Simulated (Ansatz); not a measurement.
**SiH3Br (singlet): from Hartree-Fock to the top rungs at distance Br1–H2 along a hydrogen transfer = 1.421 Å, cc-pVTZ**

Aim: climb from Hartree-Fock through coupled cluster and multireference methods for SiH3Br (singlet) at one geometry and basis, and see what each rung misses.

Method: cc-pVTZ, core rule «outside noble gas», up to 19 orbitals frozen; program: Ansatz 0.2.0, Gaussian basis.

The runs, in order: UHF; CCSD(T) on RHF; CCSD(T) on UHF; BCCD(T) on RHF; CCSDT(Q) on RHF; CASSCF and NEVPT2, 2 electrons in 2 orbitals; CASSCF and NEVPT2, 14 electrons in 11 orbitals.

**1. The system**

The geometry derives from fragments relaxed apart (PBE0/def2-TZVP) and kept rigid, so it is no stationary point. A hydrogen atom is moved between rigid fragments. No spin-orbit coupling is included. The filled d shell of Br may be among the frozen orbitals whatever the setting's name suggests; the logs give the count.

5 atoms, charge 0, spin multiplicity 1.

Atoms are counted from 1 here; the program's logs count them from 0.

Bond lengths: Br1–H2 1.421 Å, Si3–H4 1.526 Å, Si3–H5 1.526 Å. Angles: H4–Si3–H5 91.2°.

In the tables R marks a restricted determinant and U an unrestricted one; 'pair' is the active space of 2 electrons in 2 orbitals; 'valence' is the active space of 14 electrons in 11 orbitals; energies count from the table's Hartree-Fock row.

**2. UHF**

in.yaml reads:

```yaml
crystal:
  periodic: [false, false, false]
  atoms:
    - {symbol: Br, position_ang: [-0.915831, 0.015876, 0.000000]}
    - {symbol: H, position_ang: [0.504769, 0.015876, 0.000000]}
    - {symbol: Si, position_ang: [2.373169, 0.015876, 0.000000]}
    - {symbol: H, position_ang: [2.985350, -0.858408, 1.090012]}
    - {symbol: H, position_ang: [2.985350, -0.858408, -1.090012]}
basis:
  gaussian: {orbitals: cc-pVTZ}
magnetization: {spin_polarized: true, initial_magnetization: 0}
hamiltonian: {xc: hf}
output: {orbitals: {seedname: orbitals}}
```

Started as:

```bash
> ansatz run in.yaml --threads 1 --pin off --events-out ev --progress --plain --max-ram 2816MiB --backend cpu
```

The program printed:

```text
Functional definition: HF
  name "HF"
  cite "Fock, Z. Phys. 61, 126 (1930) doi:10.1007/BF01340294"
  parent pbe
  exchange = exact_x
  correlation = 0
1027 factors; their error is unknown
mean field evaluation 1: about -77905.7312 eV, gradient 9.0e0 eV
mean field evaluation 2: about -77906.4672 eV, gradient 3.7e0 eV
mean field evaluation 4: about -77906.5793 eV, gradient 3.8e-1 eV
mean field evaluation 8: about -77907.6908 eV, gradient 6.2e-1 eV
mean field evaluation 16: about -77907.7708 eV, gradient 5.8e-1 eV
mean field -77907.84482536 eV, -2863.0604894982 hartree, gradient 1.8e-5 eV, S^2 0.486826; 1 other end points of the search recorded, 0 dependent functions left out
reference -77907.84482536 eV, -2863.0604894982 hartree; 26, 26 occupied and 93, 93 virtual orbitals, 1027 factors
Total energy: -77907.84482536 eV, -2863.0604894982 hartree
```

Wall time 6 s (1 thread of AMD EPYC 7R13, shared host); peak memory 0.41 GiB.

From the report: ⟨S²⟩ of the determinant 0.487 (pure singlet: 0.00).

The unrestricted solution breaks the spin symmetry, so the restricted determinant is unstable here.

**3. CCSD(T) on RHF**

Edit in.yaml of step 2 so:

```diff
@@ -10,4 +10,3 @@
   gaussian: {orbitals: cc-pVTZ}
-magnetization: {spin_polarized: true, initial_magnetization: 0}
-hamiltonian: {xc: hf}
-output: {orbitals: {seedname: orbitals}}
+magnetization: {spin_polarized: false}
+correlation: {method: ccsd_t, electrons: outside_noble_gas}
```

Launched as before.

The program printed, cut to the lines that bear on the results:

```text
Functional definition: HF
  name "HF"
  cite "Fock, Z. Phys. 61, 126 (1930) doi:10.1007/BF01340294"
  parent pbe
[...]
712 factors; integrals over basis functions are off by at most 1.2e-3 eV
[...]
mean field -77907.69278279 eV, -2863.0549020366 hartree, gradient 3.9e-6 eV, S^2 0.000000; 0 other end points of the search recorded, 0 dependent functions left out; unrestricted orbitals would lower it
19 core orbitals not correlated: weight in the atoms' cores, before any rotation towards them, 1.000 or more for the frozen orbitals, at most 0.000 for the correlated occupied ones
reference -77907.69278279 eV, -2863.0549020366 hartree; 7, 7 occupied and 93, 93 virtual orbitals, 712 factors
second order -8.09762247 eV of doubles, -0.00000000 eV of singles
cycle   1  -8.89504984 eV  change   -8.0e-1 eV  update   7.5e-2
[...]
cycle  12  -9.23689977 eV  change   -3.2e-6 eV  update   8.0e-6
perturbative correction -0.34630662 eV, -0.0127265336 hartree
Total energy: -77917.27598918 eV, -2863.4070783758 hartree
```

It took 4.3 s on 1 thread of AMD EPYC 7R13, shared host; peak memory 0.33 GiB.

From the report: correlation -9.5832 eV; T1 0.012; largest double amplitude 0.10.

**4. CCSD(T) on UHF**

Edit in.yaml of step 3 so:

```diff
@@ -10,3 +10,3 @@
   gaussian: {orbitals: cc-pVTZ}
-magnetization: {spin_polarized: false}
+magnetization: {spin_polarized: true, initial_magnetization: 0}
 correlation: {method: ccsd_t, electrons: outside_noble_gas}
```

Started as:

```bash
> ansatz run in.yaml --threads 2 --pin off --events-out ev --progress --plain --max-ram 16896MiB --backend cuda --devices 0, --max-vram 18GiB
```

The program printed, cut to the lines that bear on the results:

```text
Functional definition: HF
  name "HF"
  cite "Fock, Z. Phys. 61, 126 (1930) doi:10.1007/BF01340294"
  parent pbe
[...]
712 factors; integrals over basis functions are off by at most 1.2e-3 eV
[...]
mean field -77907.84578555 eV, -2863.0605247845 hartree, gradient 1.5e-6 eV, S^2 0.486826; 3 other end points of the search recorded, 0 dependent functions left out
determinant -77907.84578555 eV, -2863.0605247845 hartree, with singles and doubles -77916.96886290 eV, -2863.3957916933 hartree
determinant -77906.23010925 eV, -2863.0011497757 hartree, with singles and doubles -77915.36664810 eV, -2863.3369113853 hartree
determinant -77907.69278279 eV, -2863.0549020366 hartree, with singles and doubles -77917.05745157 eV, -2863.3990472667 hartree
19 core orbitals not correlated: weight in the atoms' cores, before any rotation towards them, 1.000 or more for the frozen orbitals, at most 0.000 for the correlated occupied ones
reference -77907.84578555 eV, -2863.0605247845 hartree; 7, 7 occupied and 93, 93 virtual orbitals, 712 factors
second order -7.72499422 eV of doubles, -0.00000000 eV of singles
cycle   1  -9.00620134 eV  change   -4.6e-1 eV  update   2.4e-2
[...]
cycle  13  -9.05089554 eV  change   -1.4e-6 eV  update   1.1e-5
perturbative correction -0.35464822 eV, -0.0130330817 hartree
Total energy: -77917.25132932 eV, -2863.4061721426 hartree
```

Wall time 7.5 s (1 × H100 (card shared with other runs) with 2 threads of AMD EPYC 7R13, shared host); peak host memory 0.8 GiB.

From the report: ⟨S²⟩ of the determinant 0.487 (pure singlet: 0.00); correlation -9.4055 eV; T1 0.069; largest double amplitude 0.11.

**5. BCCD(T) on RHF**

Edit in.yaml of step 4 so:

```diff
@@ -10,3 +10,3 @@
   gaussian: {orbitals: cc-pVTZ}
-magnetization: {spin_polarized: true, initial_magnetization: 0}
-correlation: {method: ccsd_t, electrons: outside_noble_gas}
+magnetization: {spin_polarized: false}
+correlation: {method: bccd_t, electrons: outside_noble_gas}
```

The command is unchanged.

The program printed, cut to the lines that bear on the results:

```text
Functional definition: HF
  name "HF"
  cite "Fock, Z. Phys. 61, 126 (1930) doi:10.1007/BF01340294"
  parent pbe
[...]
712 factors; integrals over basis functions are off by at most 1.2e-3 eV
[...]
mean field -77907.69278279 eV, -2863.0549020366 hartree, gradient 3.9e-6 eV, S^2 0.000000; 0 other end points of the search recorded, 0 dependent functions left out; unrestricted orbitals would lower it
19 core orbitals not correlated: weight in the atoms' cores, before any rotation towards them, 1.000 or more for the frozen orbitals, at most 0.000 for the correlated occupied ones
reference -77907.69278279 eV, -2863.0549020366 hartree; 7, 7 occupied and 93, 93 virtual orbitals, 712 factors
second order -8.09762247 eV of doubles, -0.00000000 eV of singles
cycle   1  -8.90367332 eV  change   -8.1e-1 eV  update   7.5e-2
[...]
cycle  12  -9.22868984 eV  change   -3.9e-6 eV  update   7.8e-6
perturbative correction -0.35591343 eV, -0.0130795771 hartree
Total energy: -77917.27738605 eV, -2863.4071297097 hartree
```

Wall time 3.7 s (1 × H100 (card shared with other runs) with 2 threads of AMD EPYC 7R13, shared host); peak host memory 0.77 GiB.

From the report: correlation -9.5846 eV; largest double amplitude 0.10.

**6. CCSDT(Q) on RHF**

Edit in.yaml of step 5 so:

```diff
@@ -11,2 +11,2 @@
 magnetization: {spin_polarized: false}
-correlation: {method: bccd_t, electrons: outside_noble_gas}
+correlation: {method: ccsdt_q, electrons: outside_noble_gas}
```

The command is unchanged.

The program printed, cut to the lines that bear on the results:

```text
Functional definition: HF
  name "HF"
  cite "Fock, Z. Phys. 61, 126 (1930) doi:10.1007/BF01340294"
  parent pbe
[...]
1415 factors; integrals over basis functions are off by at most 2.3e-7 eV
[...]
mean field -77907.69281252 eV, -2863.0549031294 hartree, gradient 3.9e-6 eV, S^2 0.000000; 0 other end points of the search recorded, 0 dependent functions left out; unrestricted orbitals would lower it
19 core orbitals not correlated: weight in the atoms' cores, before any rotation towards them, 1.000 or more for the frozen orbitals, at most 0.000 for the correlated occupied ones
reference -77907.69281252 eV, -2863.0549031294 hartree; 7, 7 occupied and 93, 93 virtual orbitals, 1415 factors
second order -8.09766724 eV of doubles, -0.00000000 eV of singles
cycle   1  -8.89502267 eV  change   -8.0e-1 eV  update   9.0e-2
[...]
cycle  18  -9.62136424 eV  change    3.9e-7 eV  update   1.2e-6
perturbative correction -0.01714975 eV, -0.0006302416 hartree
Total energy: -77917.33132651 eV, -2863.4091119851 hartree
```

Wall time 16 s (1 × H100 (card shared with other runs) with 2 threads of AMD EPYC 7R13, shared host); peak host memory 0.81 GiB.

From the report: correlation -9.6385 eV; T1 0.012; largest double amplitude 0.13.

**7. CASSCF and NEVPT2, 2 electrons in 2 orbitals**

Edit in.yaml of step 6 so:

```diff
@@ -10,3 +10,2 @@
   gaussian: {orbitals: cc-pVTZ}
-magnetization: {spin_polarized: false}
-correlation: {method: ccsdt_q, electrons: outside_noble_gas}
+correlation: {method: sc_nevpt2, electrons: outside_noble_gas, active_space: {window: {electrons: 2, orbitals: 2}}}
```

Same command.

The program printed, cut to the lines that bear on the results:

```text
Functional definition: HF
  name "HF"
  cite "Fock, Z. Phys. 61, 126 (1930) doi:10.1007/BF01340294"
  parent pbe
[...]
712 factors; integrals over basis functions are off by at most 1.2e-3 eV
[...]
mean field -77907.69278279 eV, -2863.0549020366 hartree, gradient 3.9e-6 eV, S^2 0.000000; 0 other end points of the search recorded, 0 dependent functions left out; unrestricted orbitals would lower it
reference -77907.69278279 eV, -2863.0549020366 hartree; 26, 26 occupied and 93, 93 virtual orbitals, 712 factors
state -77908.26535957 eV, -2863.0759438454 hartree
state -77908.26535957 eV, -2863.0759438454 hartree; corrected -77915.79812905 eV, -2863.3527680179 hartree
state -77908.08940461 eV, -2863.0694776197 hartree
state -77908.08940461 eV, -2863.0694776197 hartree; corrected -77915.67233063 eV, -2863.3481450112 hartree
state -77908.26535957 eV, -2863.0759438454 hartree; corrected -77915.79812905 eV, -2863.3527680179 hartree
the orbitals are reached from a further start. From the first start the search ends at -77908.08939900 eV, -2863.0694774136 hartree
Total energy: -77915.79812905 eV, -2863.3527680179 hartree
```

It took 3.1 s on 1 × H100 (card shared with other runs) with 2 threads of AMD EPYC 7R13, shared host; peak host memory 0.77 GiB.

From the report: 4 determinants; active occupations 1.90, 0.10.

**8. CASSCF and NEVPT2, 14 electrons in 11 orbitals**

Edit in.yaml of step 7 so:

```diff
@@ -10,2 +10,2 @@
   gaussian: {orbitals: cc-pVTZ}
-correlation: {method: sc_nevpt2, electrons: outside_noble_gas, active_space: {window: {electrons: 2, orbitals: 2}}}
+correlation: {method: sc_nevpt2, electrons: outside_noble_gas, active_space: {window: {electrons: 14, orbitals: 11}, shells: [{species: Br, l: s, shell: 4}, {species: Br, l: p, shell: 4}, {species: H, l: s, shell: 1}, {species: Si, l: s, shell: 3}, {species: Si, l: p, shell: 3}]}}
```

Same command.

The program printed:

```text
Functional definition: HF
  name "HF"
  cite "Fock, Z. Phys. 61, 126 (1930) doi:10.1007/BF01340294"
  parent pbe
  exchange = exact_x
  correlation = 0
1415 factors; integrals over basis functions are off by at most 2.3e-7 eV
mean field evaluation 1: about -77906.7263 eV, gradient 1.3e1 eV
mean field evaluation 2: about -77906.8170 eV, gradient 1.3e1 eV
mean field evaluation 4: about -77907.6646 eV, gradient 1.9e0 eV
mean field evaluation 8: about -77907.6908 eV, gradient 2.6e-1 eV
mean field evaluation 16: about -77907.6928 eV, gradient 3.9e-6 eV
mean field -77907.69281252 eV, -2863.0549031294 hartree, gradient 3.9e-6 eV, S^2 0.000000; 0 other end points of the search recorded, 0 dependent functions left out; unrestricted orbitals would lower it
reference -77907.69281252 eV, -2863.0549031294 hartree; 26, 26 occupied and 93, 93 virtual orbitals, 1415 factors
state -77909.62323672 eV, -2863.1258449101 hartree
state -77909.62323672 eV, -2863.1258449101 hartree; corrected -77915.38545530 eV, -2863.3376025371 hartree
Total energy: -77915.38545530 eV, -2863.3376025371 hartree
Checks for a lower state left out: starts, orbital_swaps
```

Run time: 5.5 s. Hardware: 1 × H100 (card shared with other runs) with 2 threads of AMD EPYC 7R13, shared host; peak host memory 0.86 GiB.

From the report: 54,692 determinants; active occupations 2.00, 2.00, 2.00, 1.98, 1.97, 1.97, 1.90, 0.10, 0.03, 0.02, 0.02.

**9. How many determinants matter**

Natural occupations of the CASSCF valence state about the gap (report; correlated orbitals 3 to 11): 1.999, 1.983, 1.975, 1.974, 1.896, 0.104, 0.026, 0.024, 0.020. The count of effectively unpaired electrons, Σ n²(2 − n)², is 0.09; a single determinant of this spin has 0.

**10. Misses and costs**

No level here is safe as a reference; RCCSDT(Q) serves as a yardstick only. Rows without a time come out of other runs: HF, MP2 and CCSD of CCSD(T), CCSDT of CCSDT(Q), CASSCF and MRCISD of the multireference runs.

Differences are taken before rounding.

```tsv
method	energy from the lowest RHF (kJ/mol)	from RCCSDT(Q) (kJ/mol)	time
RHF	0.0	+930.0	
UHF	-14.8	+915.2	
RMP2	-781.3	+148.7	
UMP2	-760.1	+169.9	
RCCSD	-891.2	+38.8	
UCCSD	-888.0	+41.9	
RCCSD(T)	-924.6	+5.3	4.3 s
UCCSD(T)	-922.3	+7.7	7.5 s (GPU)
BCCD(T)	-924.8	+5.2	3.7 s (GPU)
RCCSDT	-928.3	+1.7	
RCCSDT(Q)	-930.0	0	16 s (GPU)
CASSCF pair	-55.2	+874.7	
NEVPT2 pair	-782.0	+147.9	3.1 s (GPU)
CASSCF valence	-186.3	+743.7	
NEVPT2 valence	-742.2	+187.7	5.5 s (GPU)
```

Some runs used a GPU and others CPU threads alone; cost is compared among the GPU runs only.

Among the levels timed on like hardware and quicker than the yardstick, those that no quicker one beats, quickest first: NEVPT2 pair (3.1 s, +147.9 kJ/mol); BCCD(T) (3.7 s, +5.2 kJ/mol).

**11. What came out**

```
                      quantity          value
RCCSDT(Q) below the RHF energy     -9.6385 eV
           RMP2 from RCCSDT(Q)  +148.7 kJ/mol
           UMP2 from RCCSDT(Q)  +169.9 kJ/mol
          RCCSD from RCCSDT(Q)   +38.8 kJ/mol
       RCCSD(T) from RCCSDT(Q)    +5.3 kJ/mol
       UCCSD(T) from RCCSDT(Q)    +7.7 kJ/mol
    NEVPT2 pair from RCCSDT(Q)  +147.9 kJ/mol
 NEVPT2 valence from RCCSDT(Q)  +187.7 kJ/mol
                 T1 diagnostic          0.012
effectively unpaired electrons           0.09
```

RCCSD(T) lands +5.3 kJ/mol from the yardstick (0.6 % of the correlation energy). CCSD(T) misses by +5.3 kJ/mol on the restricted determinant and by +7.7 kJ/mol on the unrestricted one; the two need not hold the same state or core. One determinant dominates. Warnings: restricted reference is unstable; spin contamination.
